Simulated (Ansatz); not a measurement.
# SnMo2: the cost of one run

Program: Ansatz 0.2.0. Level of theory: DFT PBE, scalar-relativistic, plane waves, PAW. These are calculated values, not measurements.

## (1) The starting structure

The structure is hexagonal, space group P6/mmm (No. 191). Conventional cell: a = 4.662 Å, b = 4.662 Å, c = 2.964 Å, α = 90.00°, β = 90.00°, γ = 120.00°. Sn (site symmetry 6/mmm) has 2 Sn at 2.96 Å and 12 Mo at 3.07 Å as nearest neighbours. Mo (site symmetry -6m2) has 5 Mo at 2.69 to 2.96 Å and 6 Sn at 3.07 Å as nearest neighbours.

Coordinates:

```
Sn Mo
1.0
     4.66213    0.00000    0.00000
    -2.33106    4.03752    0.00000
     0.00000    0.00000    2.96367
Sn Mo
1 2
Direct
  0.00000 0.00000 0.00000
  0.33333 0.66667 0.50000
  0.66667 0.33333 0.50000
```

This is candidate A: Li2Pt type (P6/mmm, No. 191).

(A quick probe on a coarse mesh, which set the mesh and smearing, is not shown.)

## (3) Rough relaxation on the coarse mesh (candidate A)

The input, input.yaml:

```yaml
crystal:
  lattice:
    - [4.6621281255, 0.0, 0.0]
    - [-2.3310640628, 4.0375213925, 0.0]
    - [0.0, 0.0, 2.9636707944]
  atoms:
    - { symbol: Sn, position: [0.0, 0.0, 0.0] }
    - { symbol: Mo, position: [0.3333333333, 0.6666666667, 0.5] }
    - { symbol: Mo, position: [0.6666666667, 0.3333333333, 0.5] }
basis:
  ecutwfc: 420
kpoints:
  mp_grid: { grid: [6, 6, 6] }
hamiltonian:
  xc: pbe
scf:
  occupations: { method: gaussian, width: 0.1 }
  lower_state_search: "off"
output:
  forces: true
  stress: true
  eigenvalues: true
relax:
  adjacent_minimum: "off"
  f_tol: 0.04
  max_steps: 70
  cell: { stress_tol: 0.4 }
```

The run is started by

```
ansatz run input.yaml --threads 1 --pin off --max-ram 2560MiB --backend cpu --events-out ev --progress --plain --runs-dir out
```

Q: Estimate wall time and peak memory on 1 thread of Arm Neoverse V2, shared host.

About 13 s, with a peak of 0.35 GiB.
